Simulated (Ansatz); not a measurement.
# GeNO: the cost of one run

Program: Ansatz 0.2.0, Gaussian basis. Level of theory: def2-QZVPP, all electrons in the functionals, frozen cores in the correlation of double hybrids and RPA. These are calculated values, not measurements.

To be run: PBE, BLYP, r2SCAN, B97M-V, PBE0, B3LYP, wB97M-V, B2PLYP, at charge 0, quartet; charge 0, doublet; charge 0, sextet; charge 1, triplet; charge 1, quintet (not every functional at every point).

10 further runs of the same task are left out: 3 that didn't finish, 7 set aside as unsound or not needed.

## 1. The system

The geometry is a PBE0/def2-TZVP stationary point (not a proven minimum). No spin-orbit coupling is included. The filled d shell of Ge may be among the frozen orbitals whatever the setting's name suggests.

3 atoms, charge 0, spin multiplicity 4.

Atoms are counted from 1 here; the program's logs count them from 0.

Bond lengths: Ge1–N2 1.964 Å, N2–O3 1.186 Å. Angles: Ge1–N2–O3 125.5°.

Coordinates:

```xyz
3
charge 0, multiplicity 4
Ge    0.0000   -0.0309    0.6974
N     0.0000    0.4771   -1.2003
O     0.0000   -0.2772   -2.1153
```

No dispersion term is added; B97M-V, wB97M-V hold VV10 nonlocal correlation. B3LYP takes the VWN-RPA correlation.

The geometry shown and the zero of energy belong to the point charge 0, quartet. The yardstick, RCCSD(T), and other wave-function levels (R restricted, U unrestricted, valence and pair active spaces) come from earlier runs.

## 2. PBE, charge 0, quartet

Input file in.yaml:

```yaml
crystal:
  periodic: [false, false, false]
  atoms:
    - {symbol: Ge, position_ang: [0.000000, -0.030940, 0.697355]}
    - {symbol: N, position_ang: [0.000000, 0.477061, -1.200315]}
    - {symbol: O, position_ang: [0.000000, -0.277170, -2.115293]}
basis:
  gaussian: {orbitals: "def2-QZVPP.json"}
magnetization: {spin_polarized: true, initial_magnetization: 3}
hamiltonian: {xc: {name: PBE}}
output: {orbitals: {seedname: orbitals}}
```

Started as:

```console
ansatz run in.yaml --threads 1 --pin off --events-out ev --progress --plain --max-ram 2393MiB
```

**Question.** How long does this run take on 1 thread of Arm Neoverse V1, shared host, and how much memory does it need?

About 19 s, with a peak of 0.38 GiB.
